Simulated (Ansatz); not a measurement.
**C₂H₆F₂GeS: small, medium and large basis sets**

The task here is to estimate one member of a computed series from the others.

Method: one geometry, several basis sets; program: Ansatz 0.2.0, Gaussian basis.

The runs, in order: PBE0-D4/def2-SVP; ωB97M-V/def2-SVP; PBE0-D4/def2-QZVPP; ωB97M-V/def2-QZVPP; the functionals' def2-TZVPP values are taken from earlier runs.

## The geometry

The geometry comes from an earlier relaxation with PBE0-D4 in a triple-zeta def2 set; it is a stationary point, not always the lowest conformer.

SMILES `C[S][Ge]([CH3])([F])[F]`, 12 atoms, charge 0, spin multiplicity 1.

Atoms are counted from 1 here; the program's logs count them from 0.

Bond lengths: C1–S2 1.820 Å, C1–H7 1.090 Å, C1–H8 1.089 Å, C1–H9 1.089 Å, S2–Ge3 2.187 Å, Ge3–C4 1.926 Å, Ge3–F5 1.727 Å, Ge3–F6 1.735 Å, C4–H10 1.090 Å, C4–H11 1.090 Å, C4–H12 1.090 Å. Angles: S2–C1–H7 111.8°, S2–C1–H8 111.0°, S2–C1–H9 105.9°, H7–C1–H8 110.5°, H7–C1–H9 108.6°, H8–C1–H9 109.0°, C1–S2–Ge3 98.1°, S2–Ge3–C4 120.1°, S2–Ge3–F5 106.0°, S2–Ge3–F6 108.0°, C4–Ge3–F5 109.2°, C4–Ge3–F6 107.2°, F5–Ge3–F6 105.4°, Ge3–C4–H10 108.8°, Ge3–C4–H11 110.0°, Ge3–C4–H12 109.5°, H10–C4–H11 109.3°, H10–C4–H12 109.8° and more.

The first run:

Contents of in.yaml:

```yaml
crystal:
  periodic: [false, false, false]
  atoms:
    - {symbol: C, position_ang: [-1.377001, -0.436523, 1.592024]}
    - {symbol: S, position_ang: [0.068496, 0.654964, 1.771626]}
    - {symbol: Ge, position_ang: [0.513500, 0.928750, -0.351882]}
    - {symbol: C, position_ang: [1.202758, -0.538779, -1.390831]}
    - {symbol: F, position_ang: [1.617076, 2.254387, -0.440192]}
    - {symbol: F, position_ang: [-0.932520, 1.480086, -1.136994]}
    - {symbol: H, position_ang: [-1.103616, -1.402303, 1.167919]}
    - {symbol: H, position_ang: [-2.151179, 0.037749, 0.991324]}
    - {symbol: H, position_ang: [-1.757454, -0.595045, 2.600478]}
    - {symbol: H, position_ang: [1.328897, -0.209265, -2.422434]}
    - {symbol: H, position_ang: [0.504499, -1.375424, -1.362660]}
    - {symbol: H, position_ang: [2.163443, -0.853694, -0.984177]}
basis:
  gaussian: {orbitals: def2-SVP}
hamiltonian: {xc: pbe0, dispersion: d4}
output: {orbitals: {seedname: orbitals}}
```

Among the steps run: PBE0-D4 in def2-SVP; ωB97M-V in def2-SVP; PBE0-D4 in def2-QZVPP; ωB97M-V in def2-QZVPP.

One of the session's tables, all rows but one given; the rest of the session is left out.

It belongs to the step «Density functionals: the series». 

| functional | basis | HOMO (eV) | LUMO (eV) |
| --- | --- | --- | --- |
| PBE0-D4 | def2-SVP | -7.33 | 0.09 |
| PBE0-D4 | def2-TZVPP | -7.41 | -0.26 |
| PBE0-D4 | def2-QZVPP | -7.44 | -0.45 |
| ωB97M-V | def2-SVP | -9.52 | 2.05 |
| ωB97M-V | def2-TZVPP | -9.62 | 1.57 |
| ωB97M-V | def2-QZVPP | ? | ? |

Q: Estimate the row for ωB97M-V, def2-QZVPP from the others.

**Answer.** HOMO (eV): -9.66; LUMO (eV): 1.10. In the column «HOMO (eV)» it is the lowest.
